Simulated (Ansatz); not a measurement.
**Cr: pressure up to the limit of the methods**

Aim: compress Cr (hcp type) step by step, far beyond the usual range, and follow pressure and electronic structure. The runs shown use PAW.

Method: DFT, PBEsol, PAW with Ansatz's default frozen-core files, scalar-relativistic, in Ansatz 0.2.0.

3 further runs of the same task are left out: 2 that didn't finish, 1 set aside as unsound or not needed. Runs told in other sessions of the task aren't counted.

**1. The starting structure**

The structure is hexagonal, space group P6_3/mmc (No. 194). The conventional cell has a = 2.516 Å, b = 2.516 Å, c = 4.076 Å, α = 90.00°, β = 90.00°, γ = 120.00°. Cr (site symmetry -6m2) is surrounded by 12 Cr at 2.50 to 2.52 Å.

Structure file:

```
Cr
1.0
     2.51589    0.00000    0.00000
    -1.25795    2.17883    0.00000
     0.00000    0.00000    4.07575
Cr
2
Direct
  0.33333 0.66667 0.25000
  0.66667 0.33333 0.75000
```

Whether this phase is the stable one at these pressures isn't tested.

Atoms are numbered in the order of the input: Cr1, Cr2.

**2. Cell relaxed at zero pressure, PAW**

input.yaml

```yaml
crystal:
  lattice:
    - [2.5158928086, 0.0, 0.0]
    - [-1.2579464043, 2.1788270855, 0.0]
    - [0.0, 0.0, 4.07574635]
  atoms:
    - { symbol: Cr, position: [0.3333333333, 0.6666666667, 0.25], spin: 2.0 }
    - { symbol: Cr, position: [0.6666666667, 0.3333333333, 0.75], spin: 2.0 }
magnetization:
  spin_polarized: true
kpoints:
  mp_grid: { grid: [19, 19, 10] }
scf:
  occupations: { method: fermi_dirac, width: 0.1 }
hamiltonian:
  xc: pbesol
  pseudopotentials: { kind: paw }
output:
  forces: true
  stress: true
relax:
  f_tol: 0.005
  max_steps: 40
  cell: {}
```

Launch:

```console
$ ansatz run input.yaml --threads 1 --pin off --max-ram 3072MiB --backend cpu --events-out ev --progress --plain --runs-dir out
```

The runs that follow: Volume scaled by 1, PAW; Shape and atoms relaxed at 0.95 of the volume, PAW; Volume scaled by 0.95, PAW; Shape and atoms relaxed at 0.85 of the volume, PAW; Volume scaled by 0.85, PAW; Shape and atoms relaxed at 0.75 of the volume, PAW; Volume scaled by 0.75, PAW; Shape and atoms relaxed at 0.65 of the volume, PAW; Volume scaled by 0.65, PAW; Shape and atoms relaxed at 0.55 of the volume, PAW; Volume scaled by 0.55, PAW; Shape and atoms relaxed at 0.45 of the volume, PAW; Volume scaled by 0.45, PAW; Shape and atoms relaxed at 0.4 of the volume, PAW; Volume scaled by 0.4, PAW; Volume scaled by 0.4, PAW (cutoff 600 eV).

Before running it: what results should come out? Wanted: PAW pressure at 0.4 of the volume; fitted bulk modulus at zero pressure.

The runs gave:

```
                                         quantity       value
                PAW pressure at 0.4 of the volume  1242.7 GPa
PAW (cutoff 600 eV) pressure at 0.4 of the volume  1240.7 GPa
       fitted bulk modulus at zero pressure (PAW)     267 GPa
                          its pressure derivative        3.68
```

What this shows: By PAW the pressure climbs to 1243 GPa at 0.4 of the first volume. One third-order Birch-Murnaghan curve follows these points (B₀ = 267 GPa, B′ = 3.68, misfit at most 1.96 GPa). A fit over so wide a range leans to the high pressures, so B₀ can be off by several per cent. No all-electron run checks these rows here, and frozen cores can fail under such compression. The ions are at rest, and the electrons smeared by 0.1 eV.

At pressures up to 1243 GPa the PAW spheres may overlap and frozen cores may not hold, so those PAW values are rough without an all-electron check.
